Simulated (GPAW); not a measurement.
Wanted: an ASE script for a GPAW 26.7.0 run.

```
Task                      : band structure
Functional                : LDA
Potentials or basis       : the program's PAW data sets (release 1.2.1) made for this functional
Cutoff                    : 600 eV
Basis                     : pw
k mesh                    : 9 × 9 × 1
Occupations               : fermi-dirac, width 0.05 eV
Spin                      : spin-orbit coupling, no magnetisation
Ranks                     : 4
Maxiter                   : 150
Band path                 : GMKGALHA,LM,KH
Band points               : 61
spin axis theta (degrees) : 90
spin axis phi (degrees)   : 0
Soc after scf             : second variation
```

The system is WS2, a slab with vacuum.

```
CELL_PARAMETERS angstrom
3.18000 0.00000 0.00000
-1.59000 2.75396 0.00000
0.00000 0.00000 22.45000
ATOMIC_POSITIONS crystal
S 0.66667 0.33333 0.29120
S 0.66667 0.33333 0.43040
S 0.33333 0.66667 0.56960
S 0.33333 0.66667 0.70880
W 0.33333 0.66667 0.36080
W 0.66667 0.33333 0.63920
```

One way to write it, as run:

run.py

```python
import numpy as np
from ase import Atoms
from ase.dft.bandgap import bandgap
from ase.io import write
from ase.units import GPa
from ase.parallel import parprint
from gpaw import GPAW, PW
from gpaw.spinorbit import soc_eigenstates

atoms = Atoms(['S', 'S', 'S', 'S', 'W', 'W'],
              cell=[[3.1799999983, 0.0, 0.0],
                    [-1.5899999991, 2.7539607825, 0.0],
                    [0.0, 0.0, 22.45]],
              scaled_positions=[[0.66666667, 0.33333333, 0.29120267],
                                [0.66666667, 0.33333333, 0.43040089],
                                [0.3333333367, 0.6666666633, 0.56959911],
                                [0.3333333367, 0.6666666633, 0.70879733],
                                [0.3333333367, 0.6666666633, 0.36080178],
                                [0.66666667, 0.33333333, 0.63919822]],
              pbc=True)

calc = GPAW(mode=PW(600),
            xc='LDA',
            kpts={'size': (9, 9, 1), 'gamma': True},
            occupations={'name': 'fermi-dirac', 'width': 0.05},
            nbands=46,
            convergence={'density': 1e-05, 'energy': 1e-05},
            maxiter=150,
            txt='gpaw.txt')
atoms.calc = calc
energy = atoms.get_potential_energy()
forces = atoms.get_forces()
stress = atoms.get_stress()
calc.write('gs.gpw')
write('result.traj', atoms)
parprint(f'Energy: {energy:.6f} eV')
parprint('Forces (eV/A):')
parprint(forces.round(4))
parprint('Stress (GPa):', (stress / GPa).round(3))
parprint('Fermi level:', round(calc.get_fermi_level(), 4), 'eV')
parprint(f'Gap: {bandgap(calc)[0]:.4f} eV, direct: {bandgap(calc, direct=True)[0]:.4f} eV')

path = atoms.cell.bandpath('GMKGALHA,LM,KH', npoints=61, eps=1e-4)
bs_calc = calc.fixed_density(kpts=path, symmetry='off', nbands=78,
                             convergence={'bands': 'CBM+6.0', 'eigenstates': 1e-6}, txt='bands.txt')
bs = bs_calc.band_structure()
bs.write('bs.json')
parprint(f'Gap on the path: {bandgap(bs_calc)[0]:.4f} eV')

soc = soc_eigenstates(bs_calc, theta=90, phi=0)
np.savetxt('soc_bands.dat', soc.eigenvalues(), fmt='%.4f')
mesh = soc_eigenstates('gs.gpw', theta=90, phi=0)
np.savetxt('soc_mesh.dat', mesh.eigenvalues(), fmt='%.4f')
parprint('Fermi level with spin-orbit coupling:', round(mesh.fermi_level, 4), 'eV')
```

Potentials or basis: the program's PAW data sets (release 1.2.1) made for this functional, pw.

Run with:

```bash
$ OMP_NUM_THREADS=1 mpirun -n 4 gpaw python run.py
```

Results of the run:

```json
{
 "Largest force": "0.488 eV/Å",
 "Band gap on the k mesh": "1.29 eV, indirect (least direct gap 1.51 eV)",
 "Band gap along the path": "1.28 eV, indirect (least direct gap 1.51 eV)"
}
```

Caveat: spin-orbit coupling was added after a scalar SCF, so levels and gaps hold it while energy, forces, pressure and moments don't; this program's spin-orbit splittings come out too wide for heavy elements.

It took 110 s on 4 MPI ranks on Intel(R) Xeon(R) Platinum 8375C CPU @ 2.90GHz (Ice Lake), on a shared host, peak memory 0.47 GiB a rank.
